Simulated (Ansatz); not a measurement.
# F₃H₄NSi: search for a transition state

Wanted: the transition state of a four-centre ligand exchange (form Si1–N7, H2–H6 and break Si1–H2, H6–N7). The guess is relaxed with those distances held, a saddle search follows, and vibrations and two downhill relaxations check it.

The runs use Ansatz 0.2.0, Gaussian basis; PBE0-D4, def2-SVP first, then def2-TZVP.

31 further runs of the same task are left out: 31 set aside as unsound or not needed.

## Step 1: The starting structure

The guess: 9 atoms, charge 0, spin multiplicity 1.

Atoms are counted from 1 here; the program's logs count them from 0.

Bond lengths: Si1–F3 1.586 Å, Si1–F4 1.586 Å, Si1–F5 1.599 Å, N7–H8 1.014 Å, N7–H9 1.013 Å. Angles: F3–Si1–F4 117.4°, F3–Si1–F5 98.5°, F4–Si1–F5 98.7°, H8–N7–H9 106.6°.

As a file:

```xyz
9
F3H4NSi
Si   -0.7747   -0.4478   -0.1305
H     0.7776   -1.2334    0.5683
F    -0.8472   -1.5155   -1.3017
F    -1.5942   -0.7581    1.1911
F    -1.7418    0.6593   -0.7605
H     1.2686   -0.3814    0.5010
N     0.9001    0.8362    0.0577
H     0.7647    1.6195    0.6875
H     1.2470    1.2212   -0.8129
```

Distances that are to change: Si1–N7 2.12 Å, H2–H6 0.99 Å, Si1–H2 1.87 Å, H6–N7 1.35 Å.

## Step 2: Relaxing the guess with the reacting distances held

hold/in.yaml reads:

```yaml
crystal:
  periodic: [false, false, false]
  atoms:
    - {symbol: Si, position_ang: [-0.774700, -0.447800, -0.130500]}
    - {symbol: H, position_ang: [0.777600, -1.233400, 0.568300]}
    - {symbol: F, position_ang: [-0.847200, -1.515500, -1.301700]}
    - {symbol: F, position_ang: [-1.594200, -0.758100, 1.191100]}
    - {symbol: F, position_ang: [-1.741800, 0.659300, -0.760500]}
    - {symbol: H, position_ang: [1.268600, -0.381400, 0.501000]}
    - {symbol: N, position_ang: [0.900100, 0.836200, 0.057700]}
    - {symbol: H, position_ang: [0.764700, 1.619500, 0.687500]}
    - {symbol: H, position_ang: [1.247000, 1.221200, -0.812900]}
basis:
  gaussian: {orbitals: def2-SVP}
hamiltonian: {xc: pbe0, dispersion: d4}
relax: {f_tol: 0.08, max_steps: 120, escape_saddle: false, constraints: [{distance: [0, 6]}, {distance: [1, 5]}, {distance: [0, 1]}, {distance: [5, 6]}]}
```

The command line of these runs was not kept.

After this run come: Saddle search in the small basis; Saddle search in triple zeta; Vibrations at the point found; Relaxing after a step of 0.30 Å one way along the mode; Relaxing after a step of 0.30 Å the other way along the mode.

Q: Predict the outcome of this session. Wanted: imaginary mode; barrier from the start side; barrier from the end side; energy of the step; pairs that change; zero-point energy at the saddle.

As calculated:

```
                       quantity                                                        value
                 imaginary mode                                                   1441i cm⁻¹
    barrier from the start side                                                     1.811 eV
      barrier from the end side                                                     2.020 eV
             energy of the step                                                    -0.210 eV
              pairs that change  Si1–N7 tightened, H2–H6 formed, Si1–H2 broken, H6–N7 broken
zero-point energy at the saddle                                                     1.381 eV
```

What this shows: One imaginary mode, 1441i cm⁻¹, makes this a first-order saddle. The two relaxations end on the structures that were planned. At PBE0-D4/def2-TZVP the electronic barrier is 1.811 eV, about 70 kT at 298 K, and the step runs 0.210 eV downhill. With so stiff a mode tunnelling counts: Wigner's rough correction is a factor of 3.0 at 298 K. These are plain relaxations, not an intrinsic reaction coordinate. The ends are the nearest minima, not always the lowest complexes.
